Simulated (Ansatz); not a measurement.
# C2H8Si (built from SMILES C[SiH2]C): search for a transition state

Wanted: the transition state of a 1,1-elimination (form H2–H3 and break Si1–H2, Si1–H3). The guess is relaxed with those distances held, a saddle search follows, and vibrations and two downhill relaxations check it.

Computed with Ansatz 0.2.0, Gaussian basis. Level: PBE0-D4, def2-SVP first, then def2-TZVP.

114 further runs of the same task are left out: 114 set aside as unsound or not needed.

## Step 1: The system as given

The guess: 11 atoms, charge 0, spin multiplicity 1.

Atoms are counted from 1 here; the program's logs count them from 0.

Bond lengths: Si1–H3 1.480 Å, Si1–C4 1.900 Å, Si1–C5 1.900 Å, C4–H6 1.086 Å, C4–H7 1.090 Å, C4–H8 1.088 Å, C5–H9 1.090 Å, C5–H10 1.088 Å, C5–H11 1.087 Å. Angles: H3–Si1–C4 121.9°, H3–Si1–C5 121.7°, C4–Si1–C5 106.1°, Si1–C4–H6 111.0°, Si1–C4–H7 111.1°, Si1–C4–H8 111.8°, H6–C4–H7 107.6°, H6–C4–H8 107.6°, H7–C4–H8 107.6°, Si1–C5–H9 111.2°, Si1–C5–H10 111.8°, Si1–C5–H11 111.0°, H9–C5–H10 107.6°, H9–C5–H11 107.6°, H10–C5–H11 107.6°.

Coordinates:

```mol
C2H8Si
  3D, bonds by distance, orders not assigned

 11  9  0  0  0  0  0  0  0  0999 V2000
    0.6122   -0.3833   -0.1776 Si  0  0
   -0.1573   -2.9314   -0.4577 H   0  0
    0.7980   -1.8260   -0.4514 H   0  0
    0.2276    0.2649    1.5665 C   0  0
   -0.3306    0.7465   -1.3793 C   0  0
    0.5872   -0.4237    2.3260 H   0  0
   -0.8456    0.3853    1.7133 H   0  0
    0.6950    1.2301    1.7504 H   0  0
   -1.3754    0.8483   -1.0862 H   0  0
    0.0995    1.7453   -1.4158 H   0  0
   -0.3108    0.3439   -2.3883 H   0  0
  1  3  8  0
  1  4  8  0
  1  5  8  0
  4  6  8  0
  4  7  8  0
  4  8  8  0
  5  9  8  0
  5 10  8  0
  5 11  8  0
M  END
```

Distances that are to change: H2–H3 1.46 Å, Si1–H2 2.68 Å, Si1–H3 1.48 Å.

## Step 2: Constrained relaxation of the guess

The input, hold/in.yaml:

```yaml
crystal:
  periodic: [false, false, false]
  atoms:
    - {symbol: Si, position_ang: [0.612200, -0.383300, -0.177600]}
    - {symbol: H, position_ang: [-0.157300, -2.931400, -0.457700]}
    - {symbol: H, position_ang: [0.798000, -1.826000, -0.451400]}
    - {symbol: C, position_ang: [0.227600, 0.264900, 1.566500]}
    - {symbol: C, position_ang: [-0.330600, 0.746500, -1.379300]}
    - {symbol: H, position_ang: [0.587200, -0.423700, 2.326000]}
    - {symbol: H, position_ang: [-0.845600, 0.385300, 1.713300]}
    - {symbol: H, position_ang: [0.695000, 1.230100, 1.750400]}
    - {symbol: H, position_ang: [-1.375400, 0.848300, -1.086200]}
    - {symbol: H, position_ang: [0.099500, 1.745300, -1.415800]}
    - {symbol: H, position_ang: [-0.310800, 0.343900, -2.388300]}
basis:
  gaussian: {orbitals: def2-SVP}
hamiltonian: {xc: pbe0, dispersion: d4}
relax: {f_tol: 0.04, max_steps: 150, escape_saddle: false, constraints: [{distance: [1, 2]}, {distance: [0, 1]}, {distance: [0, 2]}]}
```

On the command line:

```sh
$ ansatz run in.yaml --threads 2 --pin off --events-out ev --progress --plain --max-ram 4352MiB
```

After this run come: A starting Hessian; Saddle search in the small basis; Saddle search in triple zeta; Vibrations at the point found; Relaxing after a step of 0.30 Å one way along the mode; Relaxing after a step of 0.30 Å the other way along the mode.

What does the calculation give? Wanted: imaginary mode; barrier from the start side; barrier from the end side; energy of the step; pairs that change; zero-point energy at the saddle.

The runs gave:

| quantity | value |
| --- | --- |
| imaginary mode | 972i cm⁻¹ |
| barrier from the start side | 273.1 kJ/mol |
| barrier from the end side | 22.6 kJ/mol |
| energy of the step | +250.5 kJ/mol |
| pairs that change | H2–H3 formed, Si1–H2 broken, Si1–H3 broken |
| zero-point energy at the saddle | 2.355 eV |

The point has a single imaginary mode (972i cm⁻¹), as a transition state must. The two relaxations end on the structures that were planned. At PBE0-D4/def2-TZVP the electronic barrier is 273.1 kJ/mol, about 110 kT at 298 K, and the step runs 250.5 kJ/mol uphill. A step off the saddle overshot and began above it in energy, so the link to its end is likely but not proven. The ends are the nearest minima, not always the lowest complexes.
